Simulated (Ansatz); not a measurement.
Debugging cell relaxations under several functionals of BiSbPt2, space group P-6m2 (the Ansatz DFT code, driven from Python).

`lattice.py`:
```python
"""Relaxed cell of BiSbPt2 under several functionals."""

import ansatz as az
import numpy as np

def edges_and_angles(cell):
    cell = np.asarray(cell)
    a, b, c = np.linalg.norm(cell, axis=1)
    cosines = cell[1] @ cell[2] / (b * c), cell[0] @ cell[2] / (a * c), cell[0] @ cell[1] / (a * b)
    return (a, b, c, *np.degrees(np.arccos(cosines)))

lattice = az.Lattice.of(
    (4.275921, 0.0, 0.0),
    (-2.13796, 3.703056, 0.0),
    (0.0, 0.0, 5.552703),
)
sites = [
    ("Sb", (1 / 3, 2 / 3, 0.5)),
    ("Bi", (0.0, 0.0, 0.0)),
    ("Pt", (2 / 3, 1 / 3, 0.745018)),
    ("Pt", (2 / 3, 1 / 3, 0.254982)),
]
structure = az.Crystal(lattice=lattice)
for symbol, position in sites:
    structure = structure.atom(symbol, position)

setup = (
    structure.calculation()
    .occupations("gaussian", width=2.0)
    .kpoints(6, 6, 4, center="gamma")
    .basis(650)
    .scf(max_iterations=95)
    .relax(cell=True, max_steps=30)
)

levels = [("r2scan", "d4"), ("lda", "none"), ("r2scan", "none")]
print("level            a       b       c    alpha   beta  gamma  V/atom  steps")
for name, dispersion in levels:
    seen = []
    run = setup.functional(name, dispersion=dispersion).session().plan()
    res = run.execute(on_event=lambda e: seen.append(e) if e["event"] == "relax_step" else None)
    cell = res.lattice.cell_ang
    label = name if dispersion == "none" else f"{name}+{dispersion}"
    print("{:13s} {:7.4f} {:7.4f} {:7.4f} {:6.2f} {:6.2f} {:6.2f}".format(label, *edges_and_angles(cell)), f"{abs(np.linalg.det(cell)) / len(res.lattice.sites):7.3f} {len(seen):5d}")
```

```console
$ python lattice.py
level            a       b       c    alpha   beta  gamma  V/atom  steps
r2scan+d4      4.3281  4.3281  5.5661  90.00  90.00 120.00  22.575     6
lda            4.3065  4.3065  5.4774  90.00  90.00 120.00  21.994     5
r2scan         4.3497  4.3497  5.5792  90.00  90.00 120.00  22.854     6
```

No error stopped it. What is wrong with the input all the same?

The fault: the smearing width is far too large. The correction:

```diff
--- before
+++ after
@@ -28,3 +28,3 @@
     structure.calculation()
-    .occupations("gaussian", width=2.0)
+    .occupations("Fermi-Dirac", width=0.15)
     .kpoints(6, 6, 4, center="gamma")
```

The mended script runs so:

```console
$ python lattice.py
level            a       b       c    alpha   beta  gamma  V/atom  steps
r2scan+d4      4.2495  4.2495  5.5658  90.00  90.00 120.00  21.761     6
lda            4.2225  4.2225  5.4882  90.00  90.00 120.00  21.186     6
r2scan         4.2659  4.2659  5.5800  90.00  90.00 120.00  21.985     5
```

Caveats:
- Dispersion corrections can be off by several per cent in the lattices of metals, and by several GPa in the pressure at a fixed cell.
- For a metal this k-point mesh is coarse: on a finer one energies can move by several to tens of meV an atom and pressures by half a GPa or more, differences at one mesh by less.
- Spin-orbit coupling, which matters for elements this heavy, is left out.
- The structure comes from a database of computed cells and needn't be a stable or known phase.
- Timing: 4.7 min on 1 thread of Arm Neoverse V1, on a shared host, peak memory 0.79 GiB.
